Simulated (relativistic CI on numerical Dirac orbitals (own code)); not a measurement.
# Mo²⁺: M2,3 absorption multiplets

Wanted: the shape of the M2,3 absorption spectrum of Mo²⁺ in 5 surroundings, from the same atomic integrals.

Method: Dirac-Coulomb-Breit CI, KLI orbitals optimised for each configuration, model QED (radiative potential, 1s self-energy scaled to tabulated hydrogen-like ionisation energies), valence Slater integrals scaled by 0.9, multiplet model of core-to-valence dipole absorption. Code: relativistic CI on numerical Dirac orbitals (own code) version 1.

**1. The atom as given**

* ion: Mo²⁺ (Mo III)
* nuclear charge: 42
* electrons: 40
* configurations: [Kr] 4d4 → [Ne] 3s2 3p5 3d10 4s2 4p6 4d5
* magnetising field for the dichroism, Lz and Sz: exchange field 10 meV on Sz; these come from the lowest magnetised state alone (0 K)
* temperature of the isotropic spectrum: 300 K
* widths: Lorentz 3 eV, Gauss 0.4 eV
* surrounding 1: free ion
* surrounding 2: Td, 10Dq = -2100 cm⁻¹
* surrounding 3: Td, 10Dq = -4750 cm⁻¹
* surrounding 4: Td, 10Dq = -7350 cm⁻¹
* surrounding 5: Td, 10Dq = -10000 cm⁻¹

**2. Surrounding 1: free ion**

Input settings:

```ini
atom Mo  Z=42  charge=2  electrons=40
nucleus A=98  rms_radius_fm=4.4091
hamiltonian dirac-coulomb  breit=on  qed=on  c_scale=1
orbitals kli  potential=per-configuration
slater_scale 0.9
correlation none
mixing on
configurations
  [Kr] 4d4
  [Ne] 3s2 3p5 3d10 4s2 4p6 4d5
end
absorption M2,3 T=300 lorentz=3.0 gauss=0.4
crystal_field free
```

Main fields of the result record, rounded (excerpt; [...] marks lines left out):

```text
{
  "status": "converged",
  "curve, one point in 2 above 2 % of the maximum [energy, isotropic, mcd, ld] [eV; bohr^2/eV]": [
    [386, 1.589e-05, 5.671e-06, -1.814e-06],
    [387, 1.886e-05, 6.934e-06, -2.22e-06],
    [388, 2.277e-05, 8.682e-06, -2.776e-06],
    [389, 2.808e-05, 1.119e-05, -3.564e-06],
    [390, 3.553e-05, 1.498e-05, -4.726e-06],
    [391, 4.649e-05, 2.103e-05, -6.537e-06],
    [392, 6.361e-05, 3.149e-05, -9.559e-06],
    [393, 9.247e-05, 5.138e-05, -1.506e-05],
    [394, 0.000146, 9.333e-05, -2.612e-05],
    [395, 0.0002513, 0.0001832, -4.935e-05],
    [396, 0.0004095, 0.0002782, -8.091e-05],
    [397, 0.0005503, 0.0001278, -7.999e-05],
    [398, 0.0007316, -5.348e-05, -6.588e-05],
    [399, 0.000673, 4.714e-05, -2.924e-05],
    [400, 0.0004506, 9.634e-05, 5.167e-06],
    [401, 0.0002761, 7.093e-05, 1.049e-05],
    [402, 0.0001628, 4.062e-05, 4.203e-06],
    [403, 0.0001028, 2.441e-05, 7.164e-07],
    [404, 7.092e-05, 1.649e-05, -5.055e-07],
    [405, 5.261e-05, 1.232e-05, -8.611e-07],
    [406, 4.141e-05, 1e-05, -9e-07],
    [407, 3.438e-05, 8.727e-06, -8.18e-07],
    [408, 3.009e-05, 8.162e-06, -6.852e-07],
    [409, 2.792e-05, 8.201e-06, -5.226e-07],
    [410, 2.78e-05, 8.913e-06, -3.266e-07],
    [411, 3.032e-05, 1.059e-05, -6.979e-08],
    [412, 3.717e-05, 1.395e-05, 3.123e-07],
    [413, 4.989e-05, 2.011e-05, 9.01e-07],
    "... 10 more rows left out ..."
  ],
  "sticks, the strongest [energy, strength] [eV, bohr^2]": [
    [395.98, 9.368e-05],
    [396.19, 0.0003397],
    [396.21, 0.0004207],
    [398.14, 0.0006791],
    [398.16, 0.0008549],
    [398.21, 0.0001937],
    [398.47, 9.397e-05],
    [398.61, 0.0002081],
    [398.63, 0.0003348],
    [398.92, 8.267e-05],
    [399.3, 8.142e-05],
    [416.45, 0.0001133],
    [416.47, 0.0001352],
    [416.86, 0.0001068]
  ],
  "total [bohr^2]": 0.00575562,
  "centroid [eV]": 401.666,
  "radial 3p6 4d4 [Ha, bohr]": {"<r^-3>(4d)": 4.2592, "<r^1>(4d)": 1.7231, "<r^2>(4d)": 3.525, "<r^4>(4d)": 22.761, "F2(4d,4d)": 0.26347, "F4(4d,4d)": 0.17147, "zeta(4d)": 0.0029021},
  "radial 3p5 4d5 [Ha, bohr]": {"<r^-3>(3p)": 408.08, "<r^1>(3p)": 0.42592, "<r^2>(3p)": 0.21094, "<r^4>(3p)": 0.072157, "zeta(3p)": 0.43501, "<r^-3>(4d)": 4.9709, "<r^1>(4d)": 1.6202, "<r^2>(4d)": 3.1143, "<r^4>(4d)": 17.72, "F2(4d,4d)": 0.28029, "F4(4d,4d)": 0.18287, "F2(3p,4d)": 0.13393, "G1(3p,4d)": 0.028763, "G3(3p,4d)": 0.028439, "zeta(4d)": 0.0035336},
  "ground_degeneracy": 1,
  "ground_Lz": 1.14485,
  "ground_Sz": -1.14485,
  "ground_S": 1.99209,
  "core_spin_orbit_splitting [eV]": 17.8845,
  "branching_ratio": 0.810695,
  "edge_boundary [eV]": 407.915,
  "mcd_integrals": [0.0691431, 0.026972]
}
```

Wall time 1.8 s (1 thread, shared host).

**3. Surrounding 2: Td, 10Dq = -2100**

The settings differ from step 2 so:

```diff
@@ -12,2 +12,2 @@
 absorption M2,3 T=300 lorentz=3.0 gauss=0.4
-crystal_field free
+crystal_field Td 10Dq=-2100
```

From the record:

```text
{
  "status": "converged",
  "curve, one point in 3 above 2 % of the maximum [energy, isotropic, mcd, ld] [eV; bohr^2/eV]": [
    [386, 1.529e-05, 4.409e-06, -1.219e-06],
    [387.5, 1.985e-05, 6.017e-06, -1.658e-06],
    [389, 2.686e-05, 8.716e-06, -2.375e-06],
    [390.5, 3.854e-05, 1.375e-05, -3.66e-06],
    [392, 6.024e-05, 2.46e-05, -6.273e-06],
    [393.5, 0.0001078, 5.338e-05, -1.267e-05],
    [395, 0.0002332, 0.0001448, -3.153e-05],
    [396.5, 0.0004496, 0.0001986, -5.805e-05],
    [398, 0.0007111, -7.337e-05, -4.756e-05],
    [399.5, 0.0005546, 6.533e-05, -6.89e-06],
    [401, 0.0002755, 6.141e-05, 6.452e-06],
    [402.5, 0.0001277, 2.649e-05, 1.207e-06],
    [404, 7.075e-05, 1.353e-05, -4.493e-07],
    [405.5, 4.654e-05, 8.764e-06, -6.722e-07],
    [407, 3.508e-05, 6.751e-06, -5.835e-07],
    [408.5, 3.029e-05, 5.957e-06, -4.062e-07],
    [410, 3.099e-05, 5.819e-06, -1.456e-07],
    [411.5, 4.051e-05, 5.645e-06, 3.685e-07],
    [413, 6.908e-05, 4.315e-06, 9.34e-07],
    [414.5, 0.0001006, 2.918e-05, 4.895e-07],
    [416, 0.0001804, 9.893e-05, 4.072e-06],
    [417.5, 0.0001793, 7.907e-05, 4.859e-06],
    [419, 9.514e-05, 2.101e-05, 2.245e-06],
    [420.5, 4.321e-05, 1.077e-05, 8.442e-07],
    [422, 2.406e-05, 6.776e-06, 3.522e-07],
    [423.5, 1.568e-05, 4.605e-06, 1.57e-07]
  ],
  "sticks, the strongest [energy, strength] [eV, bohr^2]": [
    [396.25, 0.0002637],
    [396.27, 0.0002628],
    [398.12, 0.0001779],
    [398.14, 0.0001234],
    [398.17, 0.0001164],
    [398.18, 9.234e-05],
    [398.19, 0.0002254],
    [398.2, 0.0001933]
  ],
  "total [bohr^2]": 0.00573022,
  "centroid [eV]": 402.091,
  "ground_degeneracy": 1,
  "ground_Lz": 0.929002,
  "ground_Sz": -1.2345,
  "ground_S": 1.99209,
  "core_spin_orbit_splitting [eV]": 17.8845,
  "branching_ratio": 0.787201,
  "edge_boundary [eV]": 409.353,
  "mcd_integrals": [0.0530568, 0.0249933]
}
```

It took 1.8 s on 1 thread, shared host.

**4. Surrounding 3: Td, 10Dq = -4750**

The settings differ from step 3 so:

```diff
@@ -12,2 +12,2 @@
 absorption M2,3 T=300 lorentz=3.0 gauss=0.4
-crystal_field Td 10Dq=-2100
+crystal_field Td 10Dq=-4750
```

From the record:

```text
{
  "status": "converged",
  "curve, one point in 3 above 2 % of the maximum [energy, isotropic, mcd, ld] [eV; bohr^2/eV]": [
    [386, 1.496e-05, 3.352e-06, -1.035e-06],
    [387.5, 1.938e-05, 4.561e-06, -1.401e-06],
    [389, 2.615e-05, 6.588e-06, -1.996e-06],
    [390.5, 3.735e-05, 1.035e-05, -3.05e-06],
    [392, 5.799e-05, 1.843e-05, -5.167e-06],
    [393.5, 0.0001026, 3.968e-05, -1.025e-05],
    [395, 0.0002192, 0.000108, -2.507e-05],
    [396.5, 0.0004415, 0.0001668, -4.99e-05],
    [398, 0.0007021, -7.791e-05, -4.396e-05],
    [399.5, 0.0005525, 4.658e-05, -6.346e-06],
    [401, 0.0002766, 5.473e-05, 5.318e-06],
    [402.5, 0.0001292, 2.383e-05, 1.147e-06],
    [404, 7.127e-05, 1.162e-05, -4.323e-07],
    [405.5, 4.686e-05, 7.287e-06, -6.692e-07],
    [407, 3.551e-05, 5.48e-06, -6.342e-07],
    [408.5, 3.102e-05, 4.665e-06, -5.5e-07],
    [410, 3.233e-05, 4.128e-06, -4.643e-07],
    [411.5, 4.337e-05, 2.504e-06, -3.603e-07],
    [413, 7.72e-05, -3.693e-06, -9.978e-07],
    [414.5, 0.0001143, 2.264e-05, -2.965e-06],
    [416, 0.0001869, 0.0001003, 1.533e-06],
    [417.5, 0.0001786, 8.184e-05, 4.683e-06],
    [419, 9.633e-05, 2.411e-05, 2.095e-06],
    [420.5, 4.419e-05, 1.153e-05, 7.24e-07],
    [422, 2.456e-05, 6.977e-06, 2.636e-07],
    [423.5, 1.599e-05, 4.629e-06, 9.297e-08]
  ],
  "sticks, the strongest [energy, strength] [eV, bohr^2]": [
    [396.15, 0.0001164],
    [396.37, 0.0002175],
    [396.38, 0.0001846],
    [397.91, 0.0001363],
    [397.92, 0.0001293],
    [398.07, 0.0001374],
    [398.38, 0.0001828],
    [398.46, 0.000213]
  ],
  "total [bohr^2]": 0.00571858,
  "centroid [eV]": 402.304,
  "ground_degeneracy": 1,
  "ground_Lz": 0.768591,
  "ground_Sz": -1.307,
  "ground_S": 1.99033,
  "core_spin_orbit_splitting [eV]": 17.8845,
  "branching_ratio": 0.776249,
  "edge_boundary [eV]": 408.832,
  "mcd_integrals": [0.040263, 0.0241223]
}
```

Run time: 1.9 s. Hardware: 1 thread, shared host.

**5. Surrounding 4: Td, 10Dq = -7350**

The settings differ from step 4 so:

```diff
@@ -12,2 +12,2 @@
 absorption M2,3 T=300 lorentz=3.0 gauss=0.4
-crystal_field Td 10Dq=-4750
+crystal_field Td 10Dq=-7350
```

From the record:

```text
{
  "status": "converged",
  "curve, one point in 3 above 2 % of the maximum [energy, isotropic, mcd, ld] [eV; bohr^2/eV]": [
    [386, 1.487e-05, 2.802e-06, -9.272e-07],
    [387.5, 1.923e-05, 3.79e-06, -1.25e-06],
    [389, 2.591e-05, 5.432e-06, -1.77e-06],
    [390.5, 3.691e-05, 8.454e-06, -2.684e-06],
    [392, 5.705e-05, 1.486e-05, -4.496e-06],
    [393.5, 0.0001001, 3.142e-05, -8.767e-06],
    [395, 0.0002119, 8.453e-05, -2.106e-05],
    [396.5, 0.0004475, 0.0001473, -4.488e-05],
    [398, 0.000697, -5.978e-05, -4.215e-05],
    [399.5, 0.000553, 3.641e-05, -7.244e-06],
    [401, 0.0002787, 5.179e-05, 4.428e-06],
    [402.5, 0.0001318, 2.335e-05, 1.136e-06],
    [404, 7.221e-05, 1.109e-05, -4.156e-07],
    [405.5, 4.728e-05, 6.787e-06, -6.599e-07],
    [407, 3.575e-05, 5.018e-06, -6.427e-07],
    [408.5, 3.119e-05, 4.205e-06, -5.915e-07],
    [410, 3.247e-05, 3.623e-06, -5.698e-07],
    [411.5, 4.336e-05, 1.913e-06, -6.221e-07],
    [413, 7.79e-05, -4.886e-06, -1.523e-06],
    [414.5, 0.0001211, 1.867e-05, -4.279e-06],
    [416, 0.0001846, 9.273e-05, 5.537e-07],
    [417.5, 0.0001753, 7.911e-05, 4.739e-06],
    [419, 9.705e-05, 2.529e-05, 2.012e-06],
    [420.5, 4.496e-05, 1.145e-05, 6.878e-07],
    [422, 2.48e-05, 6.808e-06, 2.343e-07],
    [423.5, 1.609e-05, 4.47e-06, 7.093e-08]
  ],
  "sticks, the strongest [energy, strength] [eV, bohr^2]": [
    [396.5, 0.0001991],
    [396.51, 0.0001662],
    [397.75, 0.0001519],
    [397.76, 0.0001392],
    [398.39, 0.0001053],
    [398.41, 0.0001193],
    [398.42, 0.0001954],
    [398.56, 0.0001297]
  ],
  "total [bohr^2]": 0.00571772,
  "centroid [eV]": 402.34,
  "ground_degeneracy": 1,
  "ground_Lz": 0.685547,
  "ground_Sz": -1.30779,
  "ground_S": 1.98505,
  "core_spin_orbit_splitting [eV]": 17.8845,
  "branching_ratio": 0.775179,
  "edge_boundary [eV]": 409.631,
  "mcd_integrals": [0.0347014, 0.0226889]
}
```

It took 1.8 s on 1 thread, shared host.

**6. Surrounding 5: Td, 10Dq = -10000**

The settings differ from step 5 so:

```diff
@@ -12,2 +12,2 @@
 absorption M2,3 T=300 lorentz=3.0 gauss=0.4
-crystal_field Td 10Dq=-7350
+crystal_field Td 10Dq=-10000
```

From the record:

```text
{
  "status": "converged",
  "curve, one point in 3 above 2 % of the maximum [energy, isotropic, mcd, ld] [eV; bohr^2/eV]": [
    [386, 1.493e-05, 2.343e-06, -7.684e-07],
    [387.5, 1.931e-05, 3.143e-06, -1.032e-06],
    [389, 2.6e-05, 4.457e-06, -1.454e-06],
    [390.5, 3.699e-05, 6.833e-06, -2.188e-06],
    [392, 5.7e-05, 1.176e-05, -3.625e-06],
    [393.5, 9.938e-05, 2.416e-05, -6.949e-06],
    [395, 0.000209, 6.323e-05, -1.639e-05],
    [396.5, 0.0004629, 0.000124, -3.706e-05],
    [398, 0.0006948, -2.58e-05, -3.668e-05],
    [399.5, 0.0005552, 2.741e-05, -8.243e-06],
    [401, 0.0002822, 4.773e-05, 3.356e-06],
    [402.5, 0.0001351, 2.256e-05, 1.026e-06],
    [404, 7.355e-05, 1.057e-05, -3.462e-07],
    [405.5, 4.783e-05, 6.314e-06, -5.843e-07],
    [407, 3.593e-05, 4.559e-06, -5.751e-07],
    [408.5, 3.112e-05, 3.729e-06, -5.402e-07],
    [410, 3.208e-05, 3.139e-06, -5.467e-07],
    [411.5, 4.221e-05, 1.629e-06, -6.714e-07],
    [413, 7.551e-05, -4.458e-06, -1.527e-06],
    [414.5, 0.000124, 1.299e-05, -4.125e-06],
    [416, 0.0001748, 7.478e-05, 5.218e-07],
    [417.5, 0.0001687, 6.956e-05, 4.358e-06],
    [419, 9.669e-05, 2.441e-05, 1.817e-06],
    [420.5, 4.538e-05, 1.039e-05, 6.533e-07],
    [422, 2.478e-05, 6.089e-06, 2.252e-07],
    [423.5, 1.599e-05, 3.965e-06, 6.893e-08]
  ],
  "sticks, the strongest [energy, strength] [eV, bohr^2]": [
    [396.4, 0.0001065],
    [396.63, 0.0001836],
    [396.64, 0.0001768],
    [397.58, 9.651e-05],
    [397.59, 0.0001755],
    [397.82, 0.0001059],
    [398.66, 0.0001332],
    [398.7, 9.824e-05]
  ],
  "total [bohr^2]": 0.00572471,
  "centroid [eV]": 402.25,
  "ground_degeneracy": 1,
  "ground_Lz": 0.59476,
  "ground_Sz": -1.21735,
  "ground_S": 1.96224,
  "core_spin_orbit_splitting [eV]": 17.8845,
  "branching_ratio": 0.780927,
  "edge_boundary [eV]": 409.82,
  "mcd_integrals": [0.0308003, 0.0191403]
}
```

It took 1.9 s on 1 thread, shared host.

**7. The spectra side by side**

| surrounding | ground S | Lz (0 K) | Sz (0 K) | centroid (eV) | share of the lower edge | up to four highest peaks (% of the highest), eV |
| --- | --- | --- | --- | --- | --- | --- |
| 1: free | 1.99 | 1.14 | -1.14 | 401.67 | 0.811 | 398.5 (100), 417.0 (26) |
| 2: Td | 1.99 | 0.93 | -1.23 | 402.09 | 0.787 | 398.5 (100), 416.5 (28) |
| 3: Td | 1.99 | 0.77 | -1.31 | 402.30 | 0.776 | 398.5 (100), 416.5 (28) |
| 4: Td | 1.99 | 0.69 | -1.31 | 402.34 | 0.775 | 398.5 (100), 416.5 (28) |
| 5: Td | 1.96 | 0.59 | -1.22 | 402.25 | 0.781 | 398.5 (100), 416.5 (26) |

**8. Summary of results**

```
                                 quantity           value
                  highest peak, first run        398.5 eV
      ground spin (effective S from ⟨S²⟩)    1.96 to 1.99
                  share of the lower edge  0.775 to 0.811
core spin-orbit splitting (without Breit)        17.88 eV
```

What this shows: The lower edge takes 0.81 of the intensity in surrounding 1, above the statistical 0.67. The highest peak stays in place, within the step of the energy grid, in all surroundings. Edge positions are free-ion values and differ from those in solids by a few eV or more.
